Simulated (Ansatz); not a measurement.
# TiSi2: the cost of one run

Program: Ansatz 0.2.0. Level of theory: DFT PBEsol, scalar-relativistic, plane waves, PAW. These are calculated values, not measurements.

1 further run of the same task is left out (set aside as unsound or not needed).

## (1) The structure to begin with

The structure is orthorhombic, space group Immm (No. 71). The conventional cell has a = 2.934 Å, b = 3.389 Å, c = 8.335 Å, α = 90.00°, β = 90.00°, γ = 90.00°. Ti (site symmetry mmm) is surrounded by 10 Si at 2.65 to 2.75 Å and 2 Ti at 2.93 Å. Si (site symmetry mm2) is surrounded by 7 Si at 2.61 to 2.93 Å and 5 Ti at 2.65 to 2.75 Å.

Structure file:

```xyz
3
Lattice="-1.4670 1.6943 4.1675 1.4670 -1.6943 4.1675 1.4670 1.6943 -4.1675" Properties=species:S:1:pos:R:3 pbc="T T T"
Ti    0.0000    0.0000    0.0000
Si    0.0000    0.0000    2.7537
Si    0.0000    0.0000    5.5812
```

It goes back to an entry of the Materials Project, which need not be the stable form.

It is the result of an earlier relaxation at this level (volume 13.81 Å³/atom; gap on the mesh: none (metal)).

## (2) The reference: the undisturbed cell on the scan's mesh

The input, input.yaml:

```yaml
crystal:
  lattice:
    - [-1.4670367782, 1.6943352514, 4.1674685297]
    - [1.4670367782, -1.6943352514, 4.1674685297]
    - [1.4670367782, 1.6943352514, -4.1674685297]
  atoms:
    - { symbol: Ti, position: [0.0, 0.0, 0.0] }
    - { symbol: Si, position: [0.3303789146, 0.3303789146, 0.0] }
    - { symbol: Si, position: [0.6696210854, 0.6696210854, 0.0] }
basis:
  ecutwfc: 420
kpoints:
  mp_grid: { grid: [24, 24, 24] }
hamiltonian:
  xc: pbesol
scf:
  occupations: { method: gaussian, width: 0.15 }
output:
  forces: true
  stress: true
  eigenvalues: true
  write_density: true
  write_potential: true
  elf: true
  volumetric_format: npy
```

On the command line:

```sh
$ ansatz run input.yaml --threads 1 --pin off --max-ram 2560MiB --backend cpu --events-out ev --progress --plain --runs-dir out
```

Q: Estimate wall time and peak memory on 1 thread of Arm Neoverse V1, shared host.

About 1.7 min, with a peak of 1.2 GiB.
